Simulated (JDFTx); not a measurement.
MoW: single point with PBEsol

Crystal: MoW.

```
W Mo
1.0
     1.57928   -2.23430    0.00000
     1.57928    2.23430    0.00000
     0.00000    0.00000    4.48659
W Mo
1 1
Direct
  0.50000 0.50000 0.50000
  0.00000 0.00000 0.00000
```

The cell comes from a database or a generator and needn't be the stable form of this composition.

```
Program                                 : JDFTx 1.7.0 (patched build)
Task                                    : single point
Functional                              : PBEsol
Potentials or basis                     : PseudoDojo-SR-PBEsol-0.4.1-standard with smoothed tails
Cutoff                                  : 1088 eV
Density cutoff                          : 8708 eV
k mesh                                  : 10 × 10 × 6
Occupations                             : fermi-dirac, width 0.05 eV
Spin                                    : no spin polarisation
Local potential set to -Z/r beyond      : 6 bohr
Density cutoff over wavefunction cutoff : 8
Max SCF steps                           : 100
SCF threshold on the energy             : 1e-09 Ha
Solver of the electrons                 : scf
Further solve for the empty bands       : yes
```

The pressure is -5.5 GPa. The band gap on the k mesh is none (metal or under the smearing width).

Stress tensor (GPa, compression positive):
```
-4.49  0.00  0.00
 0.00 -5.48  0.00
 0.00  0.00 -6.39
```

Levels at points of the mesh, in eV from the Fermi level:
| k point | band 12 | band 13 | band 14 | band 15 | band 16 | band 17 |
| --- | --- | --- | --- | --- | --- | --- |
| (0.00, 0.00, 0.00) | -1.37 | -1.36 | -1.29 | 1.05 | 1.55 | 1.71 |
| (0.00, 0.00, 0.50) | -2.55 | -1.85 | -1.71 | 0.94 | 1.01 | 1.63 |
| (0.00, 0.50, 0.00) | -3.10 | -2.09 | -1.92 | 1.18 | 1.89 | 2.35 |
| (0.00, 0.50, 0.50) | -3.49 | 0.92 | 1.27 | 1.56 | 1.91 | 2.57 |
| (0.50, 0.50, 0.00) | -3.47 | 1.10 | 1.78 | 2.57 | 4.14 | 4.45 |
| (0.50, 0.50, 0.50) | -3.50 | -0.91 | -0.57 | 0.12 | 0.25 | 4.24 |

Wall time 2.5 min on 1 thread of Intel(R) Xeon(R) 6975P-C (Granite Rapids), on a shared host, peak memory 0.39 GiB.

Spin-orbit coupling is left out, which matters for the levels of W.
